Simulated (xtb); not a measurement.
# One shape, several levels: doublet HfHCl2OF+

We compute a comparison of 3 runs (GFN2-xTB, GFN0-xTB, GFN1-xTB) of doublet HfHCl2OF+. 

Program for the calculation: xtb 6.7.1.

3 further runs of the same task are left out: 3 set aside as unsound or not needed.

### 1 The structure to begin with

The species is HfHCl2OF+ (6 atoms), meant as a doublet with charge +1. As SMILES of the parent species, `[OH][Hf]([F])([Cl])[Cl]`. The shape comes from GFN2-xTB, which is rough for such elements, and wasn't checked as a minimum. This is one conformer, not always the lowest. That shape belongs to the parent species and isn't relaxed for this state.

Bond lengths: O1–Hf2 1.840 Å, Hf2–F3 1.852 Å, Hf2–Cl4 2.231 Å, Hf2–Cl5 2.234 Å, O1–H6 0.962 Å. Angles: O1–Hf2–F3 100.4°, O1–Hf2–Cl4 116.9°, O1–Hf2–Cl5 122.2°, F3–Hf2–Cl4 103.4°, F3–Hf2–Cl5 104.8°, Cl4–Hf2–Cl5 106.4°, Hf2–O1–H6 122.8°.

### 2 Energy and gradient at GFN2-xTB (run 1)

input.xyz reads:

```xyz
6

O     -1.00331000     1.20055000    -0.16950000
Hf     0.28088000    -0.07212000     0.17079000
F     -0.04635000    -1.25604000    -1.21490000
Cl     0.00472000    -1.32393000     1.99710000
Cl     2.46526000     0.37543000     0.03692000
H     -1.70120000     1.07611000    -0.82041000
```

On the command line:

```
$ xtb --grad --chrg 1 --uhf 1 --parallel 1 -- input.xyz > xtb.out
```

The program printed:

```text
* xtb version 6.7.1
[...]
          :  # basis functions                  39          :
[...]
          :  # electrons                        31          :
[...]
          :  Hamiltonian                  GFN2-xTB          :
[...]
          :  net charge                          1          :
          :  unpaired electrons                  1          :
[...]
   *** convergence criteria satisfied after 42 iterations ***
[...]
         ::                     SUMMARY                     ::
         :::::::::::::::::::::::::::::::::::::::::::::::::::::
         :: total energy             -19.560867291753 Eh    ::
         :: gradient norm              0.029989166769 Eh/a0 ::
         :: HOMO-LUMO gap              4.242462248354 eV    ::
         ::.................................................::
         :: SCC energy               -19.608116212897 Eh    ::
         :: -> isotropic ES            0.119020037978 Eh    ::
         :: -> anisotropic ES         -0.001781125030 Eh    ::
         :: -> anisotropic XC         -0.000862669866 Eh    ::
         :: -> dispersion             -0.003481071112 Eh    ::
         :: repulsion energy           0.047248921144 Eh    ::
         :: add. restraining           0.000000000000 Eh    ::
         :: total charge               1.000000000658 e     ::
         :::::::::::::::::::::::::::::::::::::::::::::::::::::
[...]
        16        1.4284           -0.6644368             -18.0802 (HOMO)
        17                         -0.5085292             -13.8378 (LUMO)
[...]
     #   Z          covCN         q      C6AA      α(0)
     1   8 O        1.504    -0.464    22.262     6.363
     2  72 Hf       2.907     1.105   132.385    24.771
     3   9 F        0.638    -0.323    12.618     4.192
     4  17 Cl       0.731     0.136    94.958    14.905
     5  17 Cl       0.731     0.138    94.891    14.900
     6   1 H        0.913     0.408     0.463     1.064
[...]
molecular dipole:
                 x           y           z       tot (Debye)
 q only:        0.831       0.150       1.138
   full:        0.894       0.126       1.131       3.678
molecular quadrupole (traceless):
[...]
          | TOTAL ENERGY              -19.560867291753 Eh   |
          | GRADIENT NORM               0.029989166769 Eh/α |
          | HOMO-LUMO GAP               4.242462248354 eV   |
           -------------------------------------------------
[...]
```

Standard error:

```text
normal termination of xtb
```

Wall time 0.067 s (1 thread of Intel Xeon Platinum 8259CL at 2.50GHz (Skylake/Cascade Lake), shared host).

### 3 Energy and forces at GFN0-xTB (run 2)

mol.coord reads:

```
$coord
     -1.895981118098      2.268710698919     -0.320308578124  o
      0.530786273885     -0.136287048108      0.322746324825  hf
     -0.087588805876     -2.373571601575     -2.295828268808  f
      0.008919507308     -2.501865108176      3.773972043490  cl
      4.658666225995      0.709459878968      0.069768688521  cl
     -3.214802083213      2.033553179971     -1.550350209904  h
$end
```

On the command line:

```
$ xtb -c 1 -u 1 --json --gfn 0 --grad -- mol.coord | tee mol.out
```

The program printed:

```text
* xtb version 6.7.1
[...]
          :  # basis functions                  40          :
[...]
          :  # electrons                        31          :
[...]
 Zeroth order Hamiltonian       ...        0 min,  0.000 sec ( 11.740%)
[...]
         ::                     SUMMARY                     ::
         :::::::::::::::::::::::::::::::::::::::::::::::::::::
         :: total energy             -16.326465616563 Eh    ::
         :: gradient norm              0.045740471853 Eh/a0 ::
         :: HOMO-LUMO gap              4.102421915213 eV    ::
         ::.................................................::
         :: H0 energy                -17.612823317412 Eh    ::
         :: repulsion energy           0.057621273593 Eh    ::
         :: electrostat energy         1.230196524827 Eh    ::
         :: -> Gsolv                   0.000000000000 Eh    ::
         ::    -> Gsasa                0.000000000000 Eh    ::
         ::    -> Gshift               0.000000000000 Eh    ::
         :: dispersion energy         -0.001460097571 Eh    ::
         :: short-range corr.         -0.000000000000 Eh    ::
         :: add. restraining           0.000000000000 Eh    ::
         :: total charge               1.000000000000 e     ::
         :::::::::::::::::::::::::::::::::::::::::::::::::::::
[...]
        16        1.4437           -0.4323812             -11.7657 (HOMO)
        17                         -0.2816200              -7.6633 (LUMO)
[...]
     #   Z          covCN         q      C6AA      α(0)
     1   8 o        1.504    -0.587    24.815     6.729
     2  72 hf       2.907     1.274   206.822    28.919
     3   9 f        0.638    -0.196    11.272     3.870
     4  17 cl       0.731    -0.007    97.310    15.077
     5  17 cl       0.731    -0.004    97.223    15.070
     6   1 h        0.913     0.521     0.309     0.869
[...]
          | TOTAL ENERGY              -16.326465616563 Eh   |
          | GRADIENT NORM               0.045740471853 Eh/α |
          | HOMO-LUMO GAP               4.102421915213 eV   |
           -------------------------------------------------
[...]
```

Standard error:

```text
normal termination of xtb
```

Run time: 0.046 s. Hardware: 1 thread of Intel Xeon Platinum 8259CL at 2.50GHz (Skylake/Cascade Lake), shared host.

### 4 Energy and gradient at GFN1-xTB (run 3)

xcontrol reads:

```
$chrg 1
$spin 1
$end
```

coord reads:

```
$coord angs
    -1.0033100     1.2005500    -0.1695000  O
     0.2808800    -0.0721200     0.1707900  Hf
    -0.0463500    -1.2560400    -1.2149000  F
     0.0047200    -1.3239300     1.9971000  Cl
     2.4652600     0.3754300     0.0369200  Cl
    -1.7012000     1.0761100    -0.8204100  H
$end
```

On the command line:

```
$ xtb coord --gfn 1 -I xcontrol --json --grad > xtb.out 2> xtb.err
```

The program printed:

```text
* xtb version 6.7.1
[...]
          :  # basis functions                  40          :
[...]
          :  # electrons                        31          :
[...]
          :  Hamiltonian                  GFN1-xTB          :
[...]
          :  net charge                          1          :
          :  unpaired electrons                  1          :
[...]
   *** convergence criteria satisfied after 19 iterations ***
[...]
         ::                     SUMMARY                     ::
         :::::::::::::::::::::::::::::::::::::::::::::::::::::
         :: total energy             -19.663262195256 Eh    ::
         :: gradient norm              0.071311886887 Eh/a0 ::
         :: HOMO-LUMO gap              4.270498340048 eV    ::
         ::.................................................::
         :: SCC energy               -19.737710535287 Eh    ::
         :: -> electrostatic           0.287184064755 Eh    ::
         :: repulsion energy           0.076574255687 Eh    ::
         :: dispersion energy         -0.002125915656 Eh    ::
         :: halogen bond corr.         0.000000000000 Eh    ::
         :: add. restraining           0.000000000000 Eh    ::
         :: total charge               1.000000000000 e     ::
         :::::::::::::::::::::::::::::::::::::::::::::::::::::
[...]
        16        1.2541           -0.6830109             -18.5857 (HOMO)
        17                         -0.5260730             -14.3152 (LUMO)
[...]
     #   Z sym  total        # sym  WBO       # sym  WBO       # sym  WBO
 ---------------------------------------------------------------------------
     1   8 O    2.094 --     2 Hf   1.227     6 H    0.763
     2  72 Hf   4.310 --     1 O    1.227     4 Cl   1.028     5 Cl   1.024
                             3 F    0.988
     3   9 F    1.077 --     2 Hf   0.988
     4  17 Cl   1.350 --     2 Hf   1.028     5 Cl   0.248
     5  17 Cl   1.344 --     2 Hf   1.024     4 Cl   0.248
     6   1 H    0.811 --     1 O    0.763
 ---------------------------------------------------------------------------
[...]
          | TOTAL ENERGY              -19.663262195256 Eh   |
          | GRADIENT NORM               0.071311886887 Eh/α |
          | HOMO-LUMO GAP               4.270498340048 eV   |
           -------------------------------------------------
[...]
```

Standard error:

```text
normal termination of xtb
```

It took 0.051 s on 1 thread of Intel Xeon Platinum 8259CL at 2.50GHz (Skylake/Cascade Lake), shared host.

### 5 The series

```csv
run,level,energy (Eh),HOMO energy (eV),LUMO energy (eV),dispersion energy (kJ/mol),wall time
1,GFN2-xTB,-19.560867,-18.08,-13.84,-9.14,0.067 s
2,GFN0-xTB,-16.326466,-11.77,-7.66,-3.83,0.046 s
3,GFN1-xTB,-19.663262,-18.59,-14.32,-5.58,0.051 s
```

### 6 What came out

| quantity | value |
| --- | --- |
| run 3: total energy | -19.66326 Eh |
| run 3: HOMO energy (partly filled) | -18.59 eV |
| run 3: LUMO energy | -14.32 eV |
| run 3: dispersion energy | -5.58 kJ/mol |
| run 3: largest force on an atom | 2.493 eV/Å |

In words: Force-field and semi-empirical energies have zeros of their own, so their totals don't compare. All runs together took 0.16 s, the longest 0.067 s.
